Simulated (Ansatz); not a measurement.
# AlClH2O2: the cost of one run

Method: RKS PBE-D4/def2-SVP, in Ansatz 0.2.0.

### Step 1. The system as given

Bond lengths: Al1–Cl2 2.230 Å, Al1–O3 1.780 Å, O3–H4 1.010 Å, Al1–O5 1.780 Å, O5–H6 1.010 Å. Angles: Cl2–Al1–O3 120.0°, Cl2–Al1–O5 120.0°, O3–Al1–O5 120.0°, Al1–O3–H4 109.5°, Al1–O5–H6 109.5°.

Coordinates:

```xyz
6

Al    0.0000    0.0000    0.0000
Cl    0.0000    0.0000    2.2300
O     1.5415    0.0000   -0.8900
H     1.8414   -0.9519   -1.0449
O    -1.5415    0.0000   -0.8900
H    -2.0512   -0.8467   -0.6815
```

### Step 2. Relaxing the start

input.yaml reads:

```yaml
crystal:
  periodic: [false, false, false]
  atoms:
    - { symbol: Al, position_ang: [0.0, 0.0, 0.0] }
    - { symbol: Cl, position_ang: [0.0, 0.0, 2.23] }
    - { symbol: O, position_ang: [1.5415, 0.0, -0.89] }
    - { symbol: H, position_ang: [1.8414, -0.9519, -1.0449] }
    - { symbol: O, position_ang: [-1.5415, 0.0, -0.89] }
    - { symbol: H, position_ang: [-2.0512, -0.8467, -0.6815] }
basis:
  gaussian: { orbitals: def2-SVP }
hamiltonian:
  xc: pbe
  dispersion: d4
relax:
  f_tol: 0.02
  max_steps: 40
output:
  orbitals: {}
```

The run is started by

```console
$ ansatz run input.yaml --threads 1 --pin off --max-ram 2048MiB --backend cpu --events-out ev --progress --plain --runs-dir out
```

**Question.** How long does this run take on 1 thread of Arm Neoverse V2, shared host, and how much memory does it need?

About 19 s, with a peak of 0.14 GiB.
